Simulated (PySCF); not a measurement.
# C5H6B−: electronic excitations and core binding energies

Wanted: the electronic excitations and core binding energies of C5H6B− (`[bH-]1ccccc1`), by calculation.

Programs: PySCF 2.14.0, with density-fitted response routines of our own. Each step states its level of theory. These are calculated values for one molecule in the gas phase, unless marked as measured. Atoms count from 0, in the outputs and in this text.

### 1 Starting geometry

12 atoms, charge -1, multiplicity 1; geometry from: GFN2-xTB.

Bonds of the start (Å): B0–C1 1.50, C1–C2 1.38, C2–C3 1.39, C3–C4 1.39, C4–C5 1.38, C5–B0 1.50, B0–H6 1.21, C1–H7 1.10, C2–H8 1.10, C3–H9 1.09, C4–H10 1.10, C5–H11 1.10.

### 2 Ultraviolet spectrum: CAM-B3LYP/def2-SVPD

The job: settings as JSON, then the geometry in Å.

```
{"job": {"kind": "uv", "xc": "CAM-B3LYP", "basis": "def2-SVPD", "nstates": 8, "ntriplets": 3}, "charge": -1, "multiplicity": 1}
B      1.015252     1.099445     0.032784
C      1.395439    -0.353489    -0.030704
C      0.418632    -1.328168    -0.060644
C     -0.935914    -1.013928    -0.034656
C     -1.358816     0.309563     0.024502
C     -0.464899     1.360559     0.058348
H      1.832037     1.984981     0.060908
H      2.432269    -0.713934    -0.055848
H      0.690236    -2.389869    -0.106927
H     -1.675882    -1.814994    -0.060420
H     -2.439808     0.494889     0.042848
H     -0.907347     2.364259     0.103783
```

Method: TDDFT CAM-B3LYP/def2-SVPD, vertical, gas phase, core orbitals frozen in the response.

The program printed:

```text
coarse grid: 10240 points
cycle   1  E = -218.5932630502  dE =  9.876e-01  |g| = 5.348e-01  |ddm| = 9.125e+00
cycle   2  E = -218.5994178928  dE = -6.155e-03  |g| = 5.656e-01  |ddm| = 2.703e+00
cycle   3  E = -218.6902508859  dE = -9.083e-02  |g| = 4.131e-02  |ddm| = 1.430e+00
cycle   4  E = -218.6904723741  dE = -2.215e-04  |g| = 3.338e-02  |ddm| = 2.256e-01
cycle   5  E = -218.6907559898  dE = -2.836e-04  |g| = 5.729e-03  |ddm| = 9.150e-02
cycle   6  E = -218.6907657246  dE = -9.735e-06  |g| = 1.462e-03  |ddm| = 2.630e-02
final grid: 99480 points
cycle   7  E = -218.7378278346  dE = -2.445e-05  |g| = 4.345e-03  |ddm| = 1.709e-01
cycle   8  E = -218.7378273396  dE =  4.950e-07  |g| = 4.671e-03  |ddm| = 2.621e-02
cycle   9  E = -218.7378333947  dE = -6.055e-06  |g| = 3.726e-04  |ddm| = 1.378e-02
cycle  10  E = -218.7378334240  dE = -2.936e-08  |g| = 1.820e-04  |ddm| = 1.542e-03
cycle  11  E = -218.7378334336  dE = -9.511e-09  |g| = 2.916e-05  |ddm| = 6.823e-04
cycle  12  E = -218.7378334338  dE = -2.819e-10  |g| = 8.163e-06  |ddm| = 1.508e-04
converged SCF energy = -218.7378334338

Static polarisability (au): isotropic 86.138, principal 57.171 97.777 103.465

Singlet excitations
state   eV       nm        f      main configurations
  1   4.1736    297.1   0.00747   H->L 0.94
  2   4.8080    257.9   0.03732   H->L+1 0.94
  3   4.8988    253.1   0.12416   H->L+3 0.87, H-1->L+5 0.11
  4   5.0284    246.6   0.00000   H->L+2 0.93
  5   5.4932    225.7   0.14137   H->L+5 0.86, H-1->L+3 0.12
  6   5.5775    222.3   0.00000   H-1->L 0.73, H->L+6 0.10
  7   5.7244    216.6   0.00774   H->L+4 0.91
  8   5.8254    212.8   0.00000   H->L+6 0.84

Triplet excitations (Tamm-Dancoff, eV): 3.7106 3.9693 4.1334
```

Run time: 15 s. Hardware: 1 thread, shared host.

Frontier orbitals and where they lie:

```tsv
orbital	eV	atoms
HOMO−3	-4.73	B0 31 %, H6 26 %, C5 11 %
HOMO−2	-4.42	B0 22 %, C1 20 %, C5 20 %
HOMO−1	-3.13	C2 21 %, C4 21 %, C1 19 %
HOMO	-1.69	C3 22 %, B0 19 %, C5 17 %
LUMO	5.03	B0 57 %, H6 7 %, C4 6 %
LUMO+1	5.61	B0 21 %, C3 19 %, H9 18 %
LUMO+2	5.90	C2 15 %, C4 15 %, H8 15 %
```

With each of the 8 states as a Gaussian band of 0.4 eV half-width at 1/e, the curve within the window shown has maxima at 249 nm (ε 7,200), 231 nm (ε 6,800) L/(mol cm). Beyond the last state computed it falls off for lack of states. The curve at chosen wavelengths:

```json
{"nm": "202", "ε (L/mol/cm)": "586"}
{"nm": "208", "ε (L/mol/cm)": "1796"}
{"nm": "214", "ε (L/mol/cm)": "3741"}
{"nm": "219", "ε (L/mol/cm)": "5368"}
{"nm": "225", "ε (L/mol/cm)": "6550"}
{"nm": "231", "ε (L/mol/cm)": "6815"}
{"nm": "237", "ε (L/mol/cm)": "6814"}
{"nm": "242", "ε (L/mol/cm)": "6966"}
{"nm": "248", "ε (L/mol/cm)": "7192"}
{"nm": "254", "ε (L/mol/cm)": "7015"}
{"nm": "260", "ε (L/mol/cm)": "6193"}
{"nm": "265", "ε (L/mol/cm)": "5133"}
{"nm": "271", "ε (L/mol/cm)": "3735"}
{"nm": "277", "ε (L/mol/cm)": "2509"}
{"nm": "283", "ε (L/mol/cm)": "1608"}
{"nm": "288", "ε (L/mol/cm)": "1104"}
{"nm": "294", "ε (L/mol/cm)": "725"}
{"nm": "300", "ε (L/mol/cm)": "504"}
{"nm": "306", "ε (L/mol/cm)": "367"}
{"nm": "311", "ε (L/mol/cm)": "287"}
{"nm": "317", "ε (L/mol/cm)": "213"}
{"nm": "323", "ε (L/mol/cm)": "155"}
{"nm": "329", "ε (L/mol/cm)": "109"}
{"nm": "334", "ε (L/mol/cm)": "79"}
{"nm": "340", "ε (L/mol/cm)": "52"}
{"nm": "346", "ε (L/mol/cm)": "33"}
```

Further results of this job:

```tsv
property	computed
polarisability (Å³)	12.76
HOMO–LUMO gap (eV)	6.72
−ε(HOMO) (eV)	1.69
```

### 3 X-ray photoelectron lines: SCAN, X2C

Same as in step 2 but for these lines:

```diff
@@ -1,2 +1,2 @@
-{"job": {"kind": "uv", "xc": "CAM-B3LYP", "basis": "def2-SVPD", "nstates": 8, "ntriplets": 3}, "charge": -1, "multiplicity": 1}
+{"job": {"kind": "xps"}, "charge": -1, "multiplicity": 1}
 B      1.015252     1.099445     0.032784
```

Level: delta-SCF UKS SCAN, pcX-2 on the ionised atom, pcseg-1 elsewhere, spin-free X2C.

The program printed:

```text
ground state, core basis on atom 0 (B), 145 functions
  cycle   1  E = -218.78029183  |g| = 7.27e-01
  cycle   2  E = -218.55782719  |g| = 1.14e+00
  cycle   3  E = -218.94886345  |g| = 1.46e-01
  cycle   4  E = -218.95225229  |g| = 9.70e-02
  cycle   5  E = -218.95506453  |g| = 1.81e-02
  cycle   6  E = -218.95514240  |g| = 8.54e-03
  cycle   7  E = -218.95516489  |g| = 1.82e-03
  cycle   8  E = -218.95516611  |g| = 2.15e-04
  E(ground) = -218.96590696 Eh
hole in B 1s of atom 0
  cycle   1  E = -211.61774740  |g| = 1.18e+00
  cycle   2  E = -210.60925018  |g| = 1.70e+00
  cycle   3  E = -211.88475380  |g| = 5.07e-01
  cycle   4  E = -211.98001391  |g| = 3.38e-01
  cycle   5  E = -212.04979217  |g| = 8.35e-02
  cycle   6  E = -212.05354047  |g| = 2.94e-02
  cycle   7  E = -212.05444918  |g| = 1.65e-02
  cycle   8  E = -212.05509848  |g| = 1.44e-02
  cycle   9  E = -212.05582001  |g| = 1.31e-02
  cycle  10  E = -212.05686754  |g| = 9.87e-03
  cycle  11  E = -212.05712818  |g| = 8.26e-03
  cycle  12  E = -212.05718985  |g| = 4.00e-03
  cycle  13  E = -212.05720412  |g| = 3.97e-03
  cycle  14  E = -212.05721724  |g| = 9.51e-04
  cycle  15  E = -212.05721817  |g| = 6.75e-04
  cycle  16  E = -212.05721940  |g| = 3.08e-04
  E(ion) = -212.06823991 Eh   <S^2> = 0.9718   hole on atom = 1.000   binding energy = 187.695 eV
ground state, core basis on atom 1 (C), 145 functions
  cycle   1  E = -218.96143988  |g| = 5.75e-02
  cycle   2  E = -218.96121662  |g| = 3.23e-02
  cycle   3  E = -218.96097733  |g| = 4.19e-02
  cycle   4  E = -218.96150704  |g| = 5.68e-03
  cycle   5  E = -218.96151723  |g| = 5.13e-04
  cycle   6  E = -218.96151795  |g| = 2.23e-04
  E(ground) = -218.97239726 Eh
hole in C 1s of atom 1
  cycle   1  E = -207.94677257  |g| = 1.52e+00
  cycle   2  E = -206.93795595  |g| = 1.99e+00
  cycle   3  E = -208.39059180  |g| = 5.18e-01
  cycle   4  E = -208.42755154  |g| = 4.32e-01
  cycle   5  E = -208.54061277  |g| = 8.53e-02
  cycle   6  E = -208.54302622  |g| = 4.18e-02
  cycle   7  E = -208.54397904  |g| = 1.65e-02
  cycle   8  E = -208.54413569  |g| = 7.23e-03
  cycle   9  E = -208.54417202  |g| = 2.45e-03
  cycle  10  E = -208.54418771  |g| = 1.77e-03
  cycle  11  E = -208.54419793  |g| = 1.61e-03
  cycle  12  E = -208.54420954  |g| = 1.50e-03
  cycle  13  E = -208.54423158  |g| = 1.35e-03
  cycle  14  E = -208.54427595  |g| = 1.22e-03
  cycle  15  E = -208.54428145  |g| = 1.29e-03
  cycle  16  E = -208.54428024  |g| = 5.98e-04
  cycle  17  E = -208.54427840  |g| = 8.54e-04
  cycle  18  E = -208.54428204  |g| = 3.00e-04
  E(ion) = -208.55355692 Eh   <S^2> = 0.7925   hole on atom = 1.000   binding energy = 283.511 eV
ground state, core basis on atom 2 (C), 145 functions
  cycle   1  E = -218.96192408  |g| = 6.18e-02
  cycle   2  E = -218.96145530  |g| = 5.00e-02
  cycle   3  E = -218.96178172  |g| = 3.47e-02
  cycle   4  E = -218.96209189  |g| = 1.17e-02
  cycle   5  E = -218.96213590  |g| = 6.16e-04
  cycle   6  E = -218.96213552  |g| = 3.47e-04
  E(ground) = -218.97309362 Eh
hole in C 1s of atom 2
  cycle   1  E = -207.91180239  |g| = 1.52e+00
  cycle   2  E = -206.64332691  |g| = 2.10e+00
  cycle   3  E = -208.21027559  |g| = 6.77e-01
  cycle   4  E = -208.29222573  |g| = 5.53e-01
  cycle   5  E = -208.48828850  |g| = 1.49e-01
  cycle   6  E = -208.49344027  |g| = 1.16e-01
  cycle   7  E = -208.50168370  |g| = 2.28e-02
  cycle   8  E = -208.50193969  |g| = 1.11e-02
  cycle   9  E = -208.50203851  |g| = 4.42e-03
  cycle  10  E = -208.50208855  |g| = 3.17e-03
  cycle  11  E = -208.50212056  |g| = 2.47e-03
  cycle  12  E = -208.50215125  |g| = 1.50e-03
  cycle  13  E = -208.50216578  |g| = 1.05e-03
  cycle  14  E = -208.50217442  |g| = 7.70e-04
  cycle  15  E = -208.50217714  |g| = 6.14e-04
  cycle  16  E = -208.50217947  |g| = 5.21e-04
  cycle  17  E = -208.50218105  |g| = 2.17e-04
  E(ion) = -208.51221431 Eh   <S^2> = 0.8008   hole on atom = 1.000   binding energy = 284.655 eV
ground state, core basis on atom 3 (C), 145 functions
  cycle   1  E = -218.96224548  |g| = 6.19e-02
  cycle   2  E = -218.96193309  |g| = 4.49e-02
  cycle   3  E = -218.96221546  |g| = 2.92e-02
  cycle   4  E = -218.96241712  |g| = 8.92e-03
  cycle   5  E = -218.96244334  |g| = 5.49e-04
  cycle   6  E = -218.96244343  |g| = 2.47e-04
  E(ground) = -218.97334472 Eh
hole in C 1s of atom 3
  cycle   1  E = -207.92059936  |g| = 1.52e+00
  cycle   2  E = -206.74149066  |g| = 2.08e+00
  cycle   3  E = -208.29298650  |g| = 6.08e-01
  cycle   4  E = -208.37530596  |g| = 4.72e-01
  cycle   5  E = -208.51245406  |g| = 7.10e-02
  cycle   6  E = -208.51439628  |g| = 2.30e-02
  cycle   7  E = -208.51467341  |g| = 9.53e-03
  cycle   8  E = -208.51473596  |g| = 2.60e-03
  cycle   9  E = -208.51474772  |g| = 1.86e-03
  cycle  10  E = -208.51475410  |g| = 1.62e-03
  cycle  11  E = -208.51476012  |g| = 8.78e-04
  cycle  12  E = -208.51476414  |g| = 6.16e-04
  cycle  13  E = -208.51476542  |g| = 4.10e-04
  E(ion) = -208.52516252 Eh   <S^2> = 0.7762   hole on atom = 1.000   binding energy = 284.310 eV
```

It took 33 s on 1 thread, shared host.

The holes in one table. −ε is the ground-state orbital energy:

```tsv
hole	stands for	environment	ΔSCF (eV)	−ε (eV)	⟨S²⟩
B1s on B0	B0	boron bonded to 2 C, H, in a 6-membered ring	187.70 (doubtful)	172.7	0.972
C1s on C1	C1, C5	aromatic CH	283.51	267.4	0.792
C1s on C2	C2, C4	aromatic CH	284.66	268.3	0.801
C1s on C3	C3	aromatic CH	284.31	268.1	0.776
```

Each hole run stands for the others of its class of like atoms.

Doubtful: the ion did not converge, its hole moved, or its ⟨S²⟩ is well above 0.75.

### 4 Results

| quantity | value |
| --- | --- |
| lowest singlet (CAM-B3LYP/def2-SVPD) | 4.17 eV (297 nm), f = 0.007 |
| brightest single state of those computed | state 5, 5.49 eV, f = 0.141 |
| lowest triplet | 3.71 eV |
| C1s binding energies, SCAN/pcX-2 | C2 284.66, C3 284.31, C1 283.51 eV |

The first singlet state (HOMO→LUMO 0.94) lies at 4.17 eV and is weak; of the 8 states computed, the strongest absorption comes from state 5 at 5.49 eV. The lowest triplet lies 0.46 eV below the lowest singlet (triplets in Tamm-Dancoff, singlets in full TDDFT). The lowest singlet lies above −ε(HOMO); no detachment energy was computed, so the anion's states may not be bound. The C1s levels kept as sound span 1.14 eV, from C1 (aromatic CH) up to C2 (aromatic CH).
